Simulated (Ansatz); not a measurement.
# C₂H₇AlOSi: a ladder of functionals and wavefunction methods

How much do the methods differ for C₂H₇AlOSi? The plan is to run it at one geometry with functionals of several rungs and with coupled cluster, and see how far each lands from CCSD(T) at the basis-set limit for the atomisation energy.

Computed with Ansatz 0.2.0, Gaussian basis. Level: functionals in def2-TZVPP, the program's frozen cores in correlated methods.

The runs, in order: PBE-D4, r2SCAN-D4, PBE0-D4, B3LYP-D4, ωB97X-V, ωB97M-V, B2PLYP; CCSD(T)/def2-TZVPP; MP2/def2-QZVPP; extrapolation to the limit.

### 1 The relaxed structure

The geometry comes from an earlier relaxation with PBE0-D4 in a triple-zeta def2 set; it is a stationary point, not always the lowest conformer.

SMILES `O/C=[C](\[AlH2])[SiH3]`, 12 atoms, charge 0, spin multiplicity 1.

Atoms are counted from 1 here; the program's logs count them from 0.

Bond lengths: O1–C2 1.338 Å, O1–H6 0.970 Å, C2–C3 1.350 Å, C2–H7 1.091 Å, C3–Al4 1.922 Å, C3–Si5 1.849 Å, Al4–H8 1.580 Å, Al4–H9 1.601 Å, Si5–H10 1.491 Å, Si5–H11 1.490 Å, Si5–H12 1.490 Å. Angles: C2–O1–H6 109.6°, O1–C2–C3 127.8°, O1–C2–H7 108.9°, C3–C2–H7 123.3°, C2–C3–Al4 120.5°, C2–C3–Si5 117.0°, Al4–C3–Si5 122.5°, C3–Al4–H8 123.3°, C3–Al4–H9 115.8°, H8–Al4–H9 120.9°, C3–Si5–H10 110.1°, C3–Si5–H11 111.5°, C3–Si5–H12 111.5°, H10–Si5–H11 108.5°, H10–Si5–H12 108.5°, H11–Si5–H12 106.7°.

Coordinates:

```xyz
12
charge 0, multiplicity 1
O    -0.3637    2.2048    0.9818
C     0.4061    1.2743    0.4050
C     0.0488    0.0346    0.0077
Al   -1.7556   -0.5838    0.2444
Si    1.3652   -1.0109   -0.7618
H    -1.2651    1.8613    1.0878
H     1.4156    1.6715    0.2918
H    -2.2451   -2.0202   -0.1959
H    -2.7643    0.4556    0.9268
H     2.6522   -0.2589   -0.8131
H     0.9993   -1.4156   -2.1481
H     1.5834   -2.2678    0.0078
```

### 2 PBE-D4 (GGA)

Input file in.yaml:

```yaml
crystal:
  periodic: [false, false, false]
  atoms:
    - {symbol: O, position_ang: [-0.363705, 2.204819, 0.981800]}
    - {symbol: C, position_ang: [0.406068, 1.274337, 0.404976]}
    - {symbol: C, position_ang: [0.048819, 0.034625, 0.007660]}
    - {symbol: Al, position_ang: [-1.755611, -0.583773, 0.244425]}
    - {symbol: Si, position_ang: [1.365241, -1.010938, -0.761826]}
    - {symbol: H, position_ang: [-1.265050, 1.861252, 1.087758]}
    - {symbol: H, position_ang: [1.415590, 1.671501, 0.291825]}
    - {symbol: H, position_ang: [-2.245096, -2.020248, -0.195890]}
    - {symbol: H, position_ang: [-2.764297, 0.455592, 0.926757]}
    - {symbol: H, position_ang: [2.652179, -0.258864, -0.813128]}
    - {symbol: H, position_ang: [0.999314, -1.415627, -2.148114]}
    - {symbol: H, position_ang: [1.583447, -2.267775, 0.007756]}
basis:
  gaussian: {orbitals: def2-TZVPP}
hamiltonian: {xc: pbe, dispersion: d4}
output: {forces: true, orbitals: {seedname: orbitals}}
```

Started as:

```sh
ansatz run in.yaml --threads 4 --pin off --events-out ev --progress --plain --max-ram 10444MiB
```

After this run come: r2SCAN-D4 (meta-GGA); PBE0-D4 (hybrid); B3LYP-D4 (hybrid); ωB97X-V (range-separated); ωB97M-V (range-separated); B2PLYP (double hybrid); CCSD(T) in def2-TZVPP; MP2 in def2-QZVPP.

**Question.** What will the summary of the whole plan be? Wanted: atomisation energy, CCSD(T)/CBS; farthest; mean size of error, hybrid; mean size of error, range-separated; gap, smallest and largest; T1 diagnostic; triples share of the correlation energy.

**Answer**, as computed:

| quantity | value |
| --- | --- |
| atomisation energy, CCSD(T)/CBS | 4138.1 kJ/mol |
| functionals within 20.7 kJ/mol (0.5 %) | r2SCAN-D4, PBE0-D4, B3LYP-D4, ωB97X-V, ωB97M-V |
| farthest | B2PLYP (-53.8 kJ/mol) |
| mean size of error, hybrid | 11.2 kJ/mol |
| mean size of error, range-separated | 11.3 kJ/mol |
| gap, smallest and largest | 3.51 eV (PBE-D4), 9.54 eV (ωB97X-V) |
| T1 diagnostic | 0.0136 |
| triples share of the correlation energy | 4.0 % |

What this shows: PBE-D4 is off by +47.8 kJ/mol. Double hybrids carry the basis error of their MP2 part in triple zeta, and no dispersion term here, so their miss is partly the set-up's. The reference freezes the cores and leaves out relativity and excitations past (T), so misses under about 20.7 kJ/mol can't be ranked. Hartree-Fock recovers 73 % of the binding; the rest is correlation. The gap grows from 3.5 to 9.5 eV across the functionals, mostly with the share of exact exchange.
